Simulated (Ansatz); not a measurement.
# ClH6NOSi2: the cost of one run

Program: Ansatz 0.2.0 through its Python package. The levels of theory stand in the script. These are calculated values, not measurements.

## (1) The structure

Bond lengths: N1–Si2 1.655 Å, Si2–Cl3 2.006 Å, Si2–O4 1.667 Å, O4–Si5 1.674 Å, N1–H6 1.010 Å, N1–H7 1.002 Å, Si2–H8 1.428 Å, Si5–H9 1.458 Å, Si5–H10 1.478 Å, Si5–H11 1.483 Å. Angles (14 of 16 angles, heavy atoms first): N1–Si2–Cl3 106.4°, N1–Si2–O4 106.3°, Cl3–Si2–O4 105.8°, Si2–O4–Si5 135.2°, N1–Si2–H8 111.7°, Cl3–Si2–H8 110.1°, O4–Si2–H8 116.0°, Si2–N1–H6 111.6°, Si2–N1–H7 112.0°, O4–Si5–H9 105.9°, O4–Si5–H10 107.0°, O4–Si5–H11 110.5°, H6–N1–H7 106.8°, H9–Si5–H10 111.4°.

No structure file is read: the coordinates are typed or built in the script.

## (2) The code

File disp.py:

```python
'''Size of D3 and D4 in ClH6NOSi2.'''

import ansatz as az

params = {
    'basis_set': 'def2-SVP',
}


def main() -> None:
    system = (
        az.Crystal.molecule()
        .atom('N', (-0.3351, 1.3625, 1.7657))
        .atom('Si', (-0.2801, -0.0892, 0.9732))
        .atom('Cl', (1.1841, -1.1513, 1.841))
        .atom('O', (0.2546, 0.2414, -0.5711))
        .atom('Si', (0.1698, -0.5374, -2.0502))
        .atom('H', (0.4783, 1.9274, 1.5653))
        .atom('H', (-0.3691, 1.2456, 2.7602))
        .atom('H', (-1.52, -0.7915, 1.0695))
        .atom('H', (0.7914, 0.3641, -3.0124))
        .atom('H', (0.9322, -1.797, -1.9194))
        .atom('H', (-1.2407, -0.8316, -2.4011))
    )

    setup = system.calculation().basis(gaussian=params['basis_set'])
    for name in ['blyp', 'pbe0']:
        for correction in ('d3bj', 'd4'):
            r = setup.functional(name, dispersion=correction).run().report
            print(f'{name:8s} {correction:5s} total {r["free_energy_ev"]:.5f} eV, of which dispersion {1000 * r["dispersion"]["energy"]["ev"]:.2f} meV')


if __name__ == '__main__':
    main()
```

## (3) What the engine is handed

The package turns the script's settings into the engine's input (first run):

```yaml
crystal:
  periodic: [false, false, false]
  atoms:
    - { symbol: "N", position_ang: [-0.3351, 1.3625, 1.7657] }
    - { symbol: Si, position_ang: [-0.2801, -0.0892, 0.9732] }
    - { symbol: Cl, position_ang: [1.1841, -1.1513, 1.841] }
    - { symbol: O, position_ang: [0.2546, 0.2414, -0.5711] }
    - { symbol: Si, position_ang: [0.1698, -0.5374, -2.0502] }
    - { symbol: H, position_ang: [0.4783, 1.9274, 1.5653] }
    - { symbol: H, position_ang: [-0.3691, 1.2456, 2.7602] }
    - { symbol: H, position_ang: [-1.52, -0.7915, 1.0695] }
    - { symbol: H, position_ang: [0.7914, 0.3641, -3.0124] }
    - { symbol: H, position_ang: [0.9322, -1.797, -1.9194] }
    - { symbol: H, position_ang: [-1.2407, -0.8316, -2.4011] }
basis:
  gaussian:
    orbitals: def2-SVP
hamiltonian:
  xc: blyp
  dispersion: d3bj
```

## (4) The run

Launch:

```sh
$ python disp.py
```

What time and memory should one allow on 1 thread of Arm Neoverse V2, shared host?

About 14 s, with a peak of 0.3 GiB.
